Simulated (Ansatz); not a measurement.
**C4H7Al: basis-set convergence**

Aim: see how fast density functionals converge with the basis set for C4H7Al.

Program: Ansatz 0.2.0, Gaussian basis. Level of theory: one geometry, several basis sets. These are calculated values, not measurements.

Plan: PBE0-D4/def2-SVP; ωB97M-V/def2-SVP; PBE0-D4/def2-QZVPP; ωB97M-V/def2-QZVPP; the functionals' def2-TZVPP values are taken from earlier runs.

## (1) The relaxed structure

The geometry comes from an earlier relaxation with PBE0-D4 in a triple-zeta def2 set; it is a stationary point, not always the lowest conformer.

SMILES `C#[C][Al]([CH3])[CH3]`, 12 atoms, charge 0, spin multiplicity 1.

Atoms are counted from 1 here; the program's logs count them from 0.

Bond lengths: C1–C2 1.211 Å, C1–H6 1.067 Å, C2–Al3 1.919 Å, Al3–C4 1.947 Å, Al3–C5 1.947 Å, C4–H7 1.095 Å, C4–H8 1.096 Å, C4–H9 1.092 Å, C5–H10 1.095 Å, C5–H11 1.095 Å, C5–H12 1.093 Å. Angles: C2–C1–H6 180.0°, C1–C2–Al3 179.8°, C2–Al3–C4 118.9°, C2–Al3–C5 117.4°, C4–Al3–C5 123.7°, Al3–C4–H7 110.9°, Al3–C4–H8 110.8°, Al3–C4–H9 112.8°, H7–C4–H8 106.2°, H7–C4–H9 108.0°, H8–C4–H9 107.9°, Al3–C5–H10 110.6°, Al3–C5–H11 110.8°, Al3–C5–H12 113.2°, H10–C5–H11 106.1°, H10–C5–H12 107.8°, H11–C5–H12 108.0°.

## (2) PBE0-D4 in def2-SVP

in.yaml

```yaml
crystal:
  periodic: [false, false, false]
  atoms:
    - {symbol: C, position_ang: [-0.511330, 2.973181, 0.516983]}
    - {symbol: C, position_ang: [-0.307982, 1.795970, 0.315601]}
    - {symbol: Al, position_ang: [0.008952, -0.070119, 0.001243]}
    - {symbol: C, position_ang: [-0.814840, -1.376176, 1.187557]}
    - {symbol: C, position_ang: [1.151390, -0.544346, -1.502384]}
    - {symbol: H, position_ang: [-0.690297, 4.009745, 0.693942]}
    - {symbol: H, position_ang: [-0.055502, -2.009492, 1.658967]}
    - {symbol: H, position_ang: [-1.470499, -2.051834, 0.627423]}
    - {symbol: H, position_ang: [-1.407070, -0.913801, 1.979880]}
    - {symbol: H, position_ang: [2.155804, -0.128248, -1.368920]}
    - {symbol: H, position_ang: [0.766045, -0.116693, -2.433800]}
    - {symbol: H, position_ang: [1.252329, -1.623188, -1.642493]}
basis:
  gaussian: {orbitals: def2-SVP}
hamiltonian: {xc: pbe0, dispersion: d4}
output: {orbitals: {seedname: orbitals}}
```

Launch:

```console
> ansatz run in.yaml --threads 4 --pin off --events-out ev --progress --plain --max-ram 10444MiB
```

Further steps of the session: ωB97M-V in def2-SVP; PBE0-D4 in def2-QZVPP; ωB97M-V in def2-QZVPP.

Q: Predict the results of all the runs planned. Wanted: PBE0-D4: double and triple zeta above quadruple; ωB97M-V: double and triple zeta above quadruple.

As calculated:

```
                                       quantity          value
PBE0-D4: double and triple zeta above quadruple  7.55, 0.45 eV
ωB97M-V: double and triple zeta above quadruple  7.79, 0.43 eV
```

What this shows: PBE0-D4 gains 7.10 eV from double to triple zeta, then 0.45 eV more. These are total energies; as a rule much of such shifts cancels in differences, which this series doesn't test.
